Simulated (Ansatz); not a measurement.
# HPbNO4 (P1) in Ansatz: band structure with LDA

Aim: the band structure of HPbNO4 with LDA.

Program: Ansatz 0.2.0. These are calculated values, not measurements. Logs are shortened: lines on timing, memory, paths and dates and some standing lists are left out, and cuts for length are marked.

## 1. The structure

The typed cell holds 7 atoms: a = 3.858 Å, b = 5.535 Å, c = 6.055 Å, α = 106.62°, β = 93.97°, γ = 90.45°.

The cell was built by a generator and needn't be a form met in nature.

## 2. Band structure, LDA

Input file input.yaml:

```yaml
crystal:
  lattice:
    - [3.85404, 0.14384, 0.09012]
    - [-0.2532, 5.52698, 0.16471]
    - [-0.48197, -1.9272, 5.72025]
  atoms:
    - { symbol: H, position: [0.10913, 0.65718, 0.54463] }
    - { symbol: Pb, position: [0.61029, 0.52127, 0.151] }
    - { symbol: "N", position: [0.9158, 0.96263, 0.95867] }
    - { symbol: O, position: [0.01384, 0.13639, 0.88084] }
    - { symbol: O, position: [0.72398, 0.01057, 0.12858] }
    - { symbol: O, position: [0.00389, 0.73732, 0.87043] }
    - { symbol: O, position: [0.11927, 0.59324, 0.37651] }
hamiltonian:
  xc: lda
  pseudopotentials: { kind: paw }
kpoints:
  mp_grid: { grid: [7, 5, 5] }
  band_path:
    path:
      - [[0.5, 0.0, 0.0], [0.0, 0.0, 0.0], [0.0, -0.5, 0.0]]
      - [[0.5, -0.5, 0.0], [0.0, 0.0, 0.0], [0.0, 0.5, -0.5]]
      - [[0.5, 0.5, -0.5], [0.0, 0.0, 0.0], [0.0, 0.0, -0.5]]
      - [[0.5, 0.0, -0.5], [0.0, 0.0, 0.0]]
    npoints: 10
scf:
  occupations: { method: fermi_dirac, width: 0.05 }
  n_extra_bands: 17
output:
  forces: true
  stress: true
  eigenvalues: true
  fatbands: false
```

Potentials or basis: Ansatz PAW.

Command:

```bash
ansatz run input.yaml --threads 8 --pin off --max-ram 20480MiB --backend cpu --events-out ev --progress --plain --runs-dir out
```

What it wrote:

```text
Warning: RAYON_NUM_THREADS=8 ignored (pool sized by the plan → 8); use --threads N
scf.n_extra_bands = 17 over 22 filled bands (N_el = 44.0): the run solves 39 bands
Engine: ansatz 0.2.0, x86_64-unknown-linux-gnu
Pseudopotentials: kind: paw
Pseudopotential: H, paw, valence charge 1, recommended cutoff 420 eV (normal), H.paw.azcp
Pseudopotential: Pb, paw, valence charge 14, recommended cutoff 420 eV (normal), Pb.paw.azcp
Pseudopotential: N, paw, valence charge 5, recommended cutoff 420 eV (normal), N.paw.azcp
Pseudopotential: O, paw, valence charge 6, recommended cutoff 420 eV (normal), O.paw.azcp
Functional definition: SPW92
  exchange = slater_x
  correlation = pw_c
Crystal: 7 atoms, lattice volume = 123.553 Å³
Basis set: ecut = 420 eV, 2433 PW (Γ)
Bands: 39, of which v1, the nominal top of the filled ones, is band 22 counted from 1 (21 counted from 0)
Symmetry: 1 space group operations
Space group: P1 (ITA 1), of the structure as read, at distance tolerance 5.0e-5 Å
k-points: 88 of 175 (time reversal used)
Non-local potential: H, projectors of the file, l = 0: 2, l = 1: 1
Non-local potential: Pb, projectors of the file, l = 0: 2, l = 1: 2, l = 2: 2, l = 3: 2
Non-local potential: N, projectors of the file, l = 0: 2, l = 1: 2, l = 2: 1
Non-local potential: O, projectors of the file, l = 0: 2, l = 1: 2, l = 2: 1
PAW form: soft (Blöchl's): semilocal exchange-correlation on the pseudo side does not see the compensation charge
PAW frozen core: Pb, regenerated for the run's functional, and the local potential with it (the file was generated under x = pbe(κ = 0.804, μ = 0.2195149727645171), c = pbe(β = 0.06672455060314922))
PAW frozen core: N, regenerated for the run's functional, and the local potential with it (the file was generated under x = pbe(κ = 0.804, μ = 0.2195149727645171), c = pbe(β = 0.06672455060314922))
PAW frozen core: O, regenerated for the run's functional, and the local potential with it (the file was generated under x = pbe(κ = 0.804, μ = 0.2195149727645171), c = pbe(β = 0.06672455060314922))
PAW one-centre angular grid: H, 110 points (default); XC on 64 Gauss nodes
PAW one-centre angular grid: Pb, 590 points (default); XC on 64 Gauss nodes
PAW one-centre angular grid: N, 110 points (default); XC on 64 Gauss nodes
PAW one-centre angular grid: O, 110 points (default); XC on 64 Gauss nodes
Initial density: superposition of atomic densities (neutral atoms: chi_scale 0, normalization atom), corrected by the library's trained network
Initial wavefunctions: pseudopotential atomic-orbital guess
Functional: x = slater, c = lda
SCF iter   1: F=—  HF=-14207.757464 eV  |F-HF|=—  |Δ(HF+E_count)|=         —  Δρ=1.09e-2  dr2=1.56e-1  ethr=1.77e-3  ⟨swp⟩=6.5  Hψ=17267  notcnv=0  defer=561
preconditioner: auto → Resta (q_TF=auto, 2.297 Å⁻¹)  ε∞=2.3  [insulator: Δε(μ)=3.182 eV  Ē_g=19.664 eV  σ=0.050 eV  W_gap=1.00  n_scr=26 (ndim 8)  ℏωp=22.2 eV  f_vac=0.299  D(μ)=0.00/eV (n_scr^D=0)  ε∞_Penn≈2.3]
SCF iter   2: F=—  HF=-14207.718351 eV  |F-HF|=—  |Δ(HF+E_count)|=   3.91e-2  Δρ=5.09e-3  dr2=2.24e-2  ethr=3.55e-4  ⟨swp⟩=2.1  Hψ=5389  notcnv=0  defer=1060
SCF iter   3: F=—  HF=-14207.713441 eV  |F-HF|=—  |Δ(HF+E_count)|=   4.91e-3  Δρ=2.02e-3  dr2=4.64e-3  ethr=5.09e-5  ⟨swp⟩=2.0  Hψ=4480  notcnv=0  defer=1060
SCF iter   4: F=—  HF=-14207.712604 eV  |F-HF|=—  |Δ(HF+E_count)|=   8.37e-4  Δρ=9.11e-4  dr2=1.11e-3  ethr=1.05e-5  ⟨swp⟩=2.3  Hψ=3330  notcnv=0  defer=1060
SCF iter   5: F=—  HF=-14207.712412 eV  |F-HF|=—  |Δ(HF+E_count)|=   1.92e-4  Δρ=4.95e-4  dr2=3.06e-4  ethr=2.52e-6  ⟨swp⟩=2.0  Hψ=3741  notcnv=0  defer=1060
SCF iter   6: F=—  HF=-14207.712362 eV  |F-HF|=—  |Δ(HF+E_count)|=   5.00e-5  Δρ=1.08e-4  dr2=1.26e-5  ethr=6.95e-7  ⟨swp⟩=2.1  Hψ=3639  notcnv=0  defer=1060
SCF iter   7: F=—  HF=-14207.712368 eV  |F-HF|=—  |Δ(HF+E_count)|=   6.00e-6  Δρ=5.76e-5  dr2=3.57e-6  ethr=2.85e-8  ⟨swp⟩=2.0  Hψ=3987  notcnv=0  defer=1060
SCF iter   8: F=—  HF=-14207.712368 eV  |F-HF|=—  |Δ(HF+E_count)|=   9.38e-9  Δρ=1.37e-5  dr2=2.20e-7  ethr=8.12e-9  ⟨swp⟩=2.0  Hψ=4079  notcnv=0  defer=1060
SCF iter   9: F=-14207.712368 eV  HF=-14207.712368 eV  |F-HF|=9.59e-9  |Δ(HF+E_count)|=   2.21e-7  Δρ=4.54e-6  dr2=2.77e-8  ethr=2.27e-10  ⟨swp⟩=13.9  Hψ=22875  notcnv=0
SCF 1 converged in 9 iterations: F = -14207.712368 eV  dr2 = 2.77e-8
NSCF: frozen V_eff on 74 k-points
SCF converged after 9 iterations
Free energy (F): -14207.712368 eV
Harris-Foulkes:  -14207.712368 eV  (|F-HF|=9.59e-9)
Internal energy: -14207.712368 eV  (E = F + TS)
E sigma→0 (E₀):  -14207.712368 eV
Fermi energy:    2.303651 eV
--- Per-component energies (eV) ---
  E_band       = -383.975681
  E_kinetic    = 1120.661474
  E_local      = -4424.529487  (includes V_loc(G=0)·N_el)
  E_nonlocal   = 603.312496
  E_hartree    = 1699.769420
  E_xc         = -570.126526
  E_vxc        = -584.254096  (∫ρ·V_xc dr)
  E_paw        = -10806.099454  (= ΣΔE_a)
  E_vpaw       = -498.719189  (= ΣTr[D̂ρ^β])
  E_aug_tail   = 0.008827  (compensation charges beyond the density's cutoff)
  E_ewald      = -1831.099135
  E_core_change = 0.390016  (= ΣΔE_core)
  E_smearing   = -0.000000  (= −TS)
  E_closure    = 0.000000  (closes the sum)
  Σ components = -14207.712368   (vs F -14207.712368, Δ=0.00e0)
--- Forces (eV/Å), atoms counted from 1 ---
  atom   1  H     -0.06179385     0.00349593     0.32128196
  atom   2  Pb     0.15376779     0.00868970     0.17868833
  atom   3  N      0.00724420     0.06877902     0.02568424
  atom   4  O     -0.33032175    -0.90290348     0.50743137
  atom   5  O      0.58729843     0.04226411    -0.81041703
  atom   6  O     -0.32692029     0.76722884     0.42502299
  atom   7  O     -0.02925085     0.01238961    -0.64771007
  max |Σ_I F_I| component: 5.63e-5 eV/Å
--- Stress (GPa, compression-positive) ---
       -4.843872      -0.073738       1.309387
       -0.073738      -5.502308      -0.025712
        1.309387      -0.025712      -3.724719
  P = ⅓ Tr σ = -4.6903 GPa (-46.903 kbar)
--- Band table (eV; the first three rows and the last of 88) ---
  k-point 0: bands = ["-24.6443", "-19.2674", "-19.0277", "-16.4098", "-14.1289", "-14.1141", "-14.1026", "-14.0635", "-13.9792", "-8.7466", "-6.8449", "-6.5194", "-6.3522", "-5.7598", "-2.2918", "-1.9555", "-1.4207", "-1.1106", "-0.9091", "-0.7073", "0.0999", "0.3967", "4.2355", "5.0181", "6.4709", "6.6720", "8.4822", "9.8885", "10.1746", "10.7869", "11.3845", "11.6815", "13.1431", "14.1060", "14.1381", "15.4614", "15.8166", "15.9974", "16.2075"]
  k-point 1: bands = ["-24.6442", "-19.2674", "-19.0283", "-16.4099", "-14.1289", "-14.1141", "-14.1025", "-14.0635", "-13.9775", "-8.7804", "-6.8305", "-6.5153", "-6.3161", "-5.7132", "-2.3400", "-2.2238", "-1.3933", "-0.9525", "-0.8103", "-0.7085", "0.0862", "0.4057", "4.1861", "4.7490", "6.4641", "7.1312", "8.5283", "9.7251", "9.9887", "10.8027", "11.5906", "12.2803", "13.0869", "13.3913", "14.2930", "15.2026", "15.7390", "15.8479", "16.1391"]
  k-point 2: bands = ["-24.6440", "-19.2675", "-19.0291", "-16.4101", "-14.1289", "-14.1140", "-14.1022", "-14.0635", "-13.9746", "-8.8317", "-6.8141", "-6.5106", "-6.2627", "-5.6153", "-2.6612", "-2.2750", "-1.3566", "-0.9381", "-0.7472", "-0.5143", "0.0666", "0.4181", "4.0483", "4.5161", "6.4543", "7.7292", "8.7975", "9.2931", "9.7604", "11.1988", "11.8456", "12.4151", "13.0359", "13.3773", "14.1694", "14.6421", "15.3933", "15.6434", "16.0870"]
  k-point 87: bands = ["-24.6059", "-19.2610", "-19.0722", "-16.4135", "-14.1465", "-14.1301", "-14.0971", "-14.0166", "-13.7496", "-8.5348", "-7.1854", "-6.5015", "-6.3571", "-5.5608", "-4.1944", "-1.8995", "-1.5389", "-1.1265", "-0.8246", "0.1544", "0.2990", "0.5266", "3.9756", "5.7598", "6.0474", "6.8898", "8.9953", "9.3932", "10.4084", "11.1770", "11.5202", "12.1958", "12.7728", "13.2122", "13.5516", "14.0353", "14.4862", "14.7924", "15.9963"]
```

It took 11 s on 8 threads of Intel Xeon Platinum 8259CL at 2.50GHz (Skylake/Cascade Lake), shared host; peak memory 0.76 GiB.

What came out:

* Free energy: -14207.7124 eV
* Pressure: -4.7 GPa
* Largest force: 1.087 eV/Å
* Band gap on the k mesh: 3.12 eV, indirect (least direct gap 3.20 eV)
* Band gap along the path: 3.09 eV, indirect (least direct gap 3.15 eV)

Forces in eV/Å, atoms in the order of the input:
```
H   -0.062  0.003  0.321
Pb   0.154  0.009  0.179
N    0.007  0.069  0.026
O   -0.330 -0.903  0.507
O    0.587  0.042 -0.810
O   -0.327  0.767  0.425
O   -0.029  0.012 -0.648
```

Stress tensor (GPa, compression positive):
```
-4.84 -0.07  1.31
-0.07 -5.50 -0.03
 1.31 -0.03 -3.72
```

Levels at the corners of the path, in eV from the valence-band top:
| point | band 19 | band 20 | band 21 | band 22 | band 23 | band 24 | band 25 | band 26 |
| --- | --- | --- | --- | --- | --- | --- | --- | --- |
| X | -1.57 | -0.58 | -0.43 | -0.38 | 3.14 | 4.86 | 5.41 | 6.19 |
| Γ | -1.70 | -1.49 | -0.69 | -0.39 | 3.45 | 4.23 | 5.68 | 5.88 |
| Y | -1.50 | -1.14 | -0.87 | -0.55 | 3.51 | 4.18 | 4.54 | 7.39 |
| L | -1.59 | -0.64 | -0.49 | -0.06 | 3.17 | 4.78 | 5.25 | 6.21 |
| Γ | -1.70 | -1.49 | -0.69 | -0.39 | 3.45 | 4.23 | 5.68 | 5.88 |
| Z | -1.56 | -1.00 | -0.84 | -0.54 | 3.48 | 3.90 | 4.53 | 7.34 |
| N | -1.56 | -0.64 | -0.57 | 0.00 | 3.15 | 4.75 | 5.54 | 6.04 |
| Γ | -1.70 | -1.49 | -0.69 | -0.39 | 3.45 | 4.23 | 5.68 | 5.88 |
| M | -1.54 | -1.26 | -0.72 | -0.37 | 3.23 | 3.71 | 5.67 | 7.02 |
| R | -1.59 | -0.59 | -0.50 | -0.40 | 3.09 | 5.14 | 5.41 | 6.07 |
| Γ | -1.70 | -1.49 | -0.69 | -0.39 | 3.45 | 4.23 | 5.68 | 5.88 |

Caveat: the pressure holds a Pulay correction of +0.7 GPa for the finite cutoff; spin-orbit coupling is left out, which as a rule narrows the gap of such compounds by several tenths of an eV; the PAW data sets come from PBE, with cores solved anew for the run's functional, which leaves a small shift of forces and pressure; forces of over 1 eV/Å show positions far from the minimum, so gaps and moduli don't describe the material at rest. LDA gaps usually lie below the measured ones, often by a third to a half.
